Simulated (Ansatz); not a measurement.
# C3H7NOSi: the cost of one run

All numbers are computed with Ansatz 0.2.0 through its Python package. Level of theory: r2SCAN/cc-pVDZ.

## Step 1: The structure

Bond lengths: C1–Si2 1.827 Å, Si2–C3 1.833 Å, Si2–N4 1.711 Å, N4–C5 1.179 Å, C5–O6 1.186 Å, C1–H7 1.053 Å, C1–H8 1.083 Å, C1–H9 1.176 Å, Si2–H10 1.501 Å, C3–H11 1.091 Å, C3–H12 1.133 Å, C3–H13 1.093 Å. Angles (14 of 20 angles, heavy atoms first): C1–Si2–C3 111.5°, C1–Si2–N4 111.1°, C3–Si2–N4 105.2°, Si2–N4–C5 164.8°, N4–C5–O6 175.8°, C1–Si2–H10 109.9°, C3–Si2–H10 112.0°, N4–Si2–H10 107.1°, Si2–C1–H7 113.7°, Si2–C1–H8 109.6°, Si2–C1–H9 109.7°, Si2–C3–H11 110.7°, Si2–C3–H12 110.0°, Si2–C3–H13 111.0°.

The script reads c3h7nosi.xyz:

```xyz
13

C    -1.03220   -0.54290    1.33570
Si    0.30980    0.16240    0.31680
C     1.17850   -1.13660   -0.64030
N    -0.31030    1.24320   -0.85640
C    -0.62030    2.20040   -1.47010
O    -0.86120    3.20340   -2.05590
H    -0.69270   -1.18660    2.09610
H    -1.76050   -1.02430    0.69550
H    -1.61880    0.32300    1.87360
H     1.25120    0.94690    1.18430
H     1.98920   -0.70530   -1.22970
H     1.70220   -1.85180    0.06460
H     0.48550   -1.66660   -1.29940
```

## Step 2: Script

Contents of energy.py:

```python
"""Single point of C3H7NOSi."""

from pathlib import Path
import argparse

import ansatz as az

parser = argparse.ArgumentParser(description="Single point of C3H7NOSi.")
parser.add_argument("--basis", default="cc-pVDZ", help="basis")
parser.add_argument("--functional", default="r2SCAN", help="exchange-correlation functional")
args = parser.parse_args()


def main() -> None:
    geometry = az.Crystal.molecule_from_extxyz("c3h7nosi.xyz")

    calculation = (
        geometry.calculation()
        .basis(gaussian=args.basis)
        .functional(args.functional)
        .orbitals()
    )
    result = calculation.run(threads=1, runs_dir="runs")
    data = result.report

    print(f"E = {data['free_energy_ev']:.6f} eV = {data['free_energy_ev'] / 27.211386246:.7f} Ha")
    print("converged:", data["converged"], " doubts:", data["published_state_doubts"] or "none")

    state = data["mean_field"]["state"]
    print(f"mean field: {state['energy']['hartree']:.7f} Ha, <S^2> = {abs(state['spin_squared']):.4f}, stability: {state.get('stability', {}).get('kind')}")

    lines = Path(data["orbitals_path"]).read_text().splitlines()
    field_of = lambda key: [line.split("=")[1].strip() for line in lines if line.startswith(key)]
    orbitals = [(27.211386 * float(e), s, float(n)) for e, s, n in zip(field_of("Ene="), field_of("Spin="), field_of("Occup="))]
    homo = max(e for e, _, n in orbitals if n > 0.5)
    lumo = min(e for e, _, n in orbitals if n < 0.5)
    for e, spin, n in sorted(orbitals):
        if homo - 6 < e < lumo + 5:
            print(f"{spin:6s} {e:10.3f} eV  occupation {n:.0f}")


if __name__ == "__main__":
    main()
```

## Step 3: The calls as engine input

The package turns the script's settings into the engine's input:

```yaml
crystal:
  periodic: [false, false, false]
  atoms:
    - { symbol: C, position_ang: [-1.0322, -0.5429, 1.3357] }
    - { symbol: Si, position_ang: [0.3098, 0.1624, 0.3168] }
    - { symbol: C, position_ang: [1.1785, -1.1366, -0.6403] }
    - { symbol: "N", position_ang: [-0.3103, 1.2432, -0.8564] }
    - { symbol: C, position_ang: [-0.6203, 2.2004, -1.4701] }
    - { symbol: O, position_ang: [-0.8612, 3.2034, -2.0559] }
    - { symbol: H, position_ang: [-0.6927, -1.1866, 2.0961] }
    - { symbol: H, position_ang: [-1.7605, -1.0243, 0.6955] }
    - { symbol: H, position_ang: [-1.6188, 0.323, 1.8736] }
    - { symbol: H, position_ang: [1.2512, 0.9469, 1.1843] }
    - { symbol: H, position_ang: [1.9892, -0.7053, -1.2297] }
    - { symbol: H, position_ang: [1.7022, -1.8518, 0.0646] }
    - { symbol: H, position_ang: [0.4855, -1.6666, -1.2994] }
basis:
  gaussian:
    orbitals: cc-pVDZ
hamiltonian:
  xc: r2scan
output:
  orbitals: {}
```

## Step 4: The run

Launch:

```
$ python energy.py
```

**Question.** How long does this script take on 1 thread of Intel Xeon Platinum 8259CL at 2.50GHz (Skylake/Cascade Lake), shared host, and how much memory does it need?

About 7.9 s, with a peak of 0.26 GiB.
